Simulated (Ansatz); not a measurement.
**Hf (Im-3m): seeking the equilibrium cell**

Aim: the volume at which the pressure of Hf (Im-3m) vanishes. Whether the element takes this structure at low temperature is a separate question.

This is Hf in the bcc structure; at room conditions it is hcp.

Program: Ansatz 0.2.0. Level of theory: DFT PBEsol, scalar-relativistic, plane waves, PAW. These are calculated values, not measurements.

### Step 1. The starting structure

The structure is cubic, space group Im-3m (No. 229). The conventional cell has a = 3.610 Å, b = 3.610 Å, c = 3.610 Å, α = 90.00°, β = 90.00°, γ = 90.00°. Hf (site symmetry m-3m) is surrounded by 8 Hf at 3.13 Å.

As a file:

```
Hf
1.0
    -1.80500    1.80500    1.80500
     1.80500   -1.80500    1.80500
     1.80500    1.80500   -1.80500
Hf
1
Direct
  0.00000 0.00000 0.00000
```

### Step 2. First run, at the start cell

The input, input.yaml:

```yaml
crystal:
  lattice:
    - [-1.805, 1.805, 1.805]
    - [1.805, -1.805, 1.805]
    - [1.805, 1.805, -1.805]
  atoms:
    - { symbol: Hf, position: [0.0, 0.0, 0.0] }
basis:
  ecutwfc: 420
  ecutrho_ratio: 4
kpoints:
  mp_grid: { grid: [18, 18, 18] }
hamiltonian:
  xc: pbesol
scf:
  occupations: { method: gaussian, width: 0.05 }
output:
  forces: true
  stress: true
  eigenvalues: true
```

Command:

```console
$ ansatz run input.yaml --threads 1 --pin off --max-ram 2560MiB --backend cpu --events-out ev --progress --plain --runs-dir out
```

After this run come: Next volume, run 2; A new volume, run 3; Volume adjusted, run 4.

Q: Predict the outcome of this session. Wanted: volume; pressure; conventional cell; gap on the mesh.

**Answer**, as computed:

| quantity | value |
| --- | --- |
| volume | 21.265 Å³/atom |
| pressure | -0.01 GPa |
| conventional cell | a = 3.491 Å, b = 3.491 Å, c = 3.491 Å, α = 90.00°, β = 90.00°, γ = 90.00° |
| gap on the mesh | none (metal) |

What this shows: The volume went from 23.52 to 21.27 Å³/atom (-9.6 %), where 0.01 GPa is left. Spin–orbit coupling is left out, though the cell holds Hf; in elements this heavy it can shift levels and gaps by tenths of an eV.
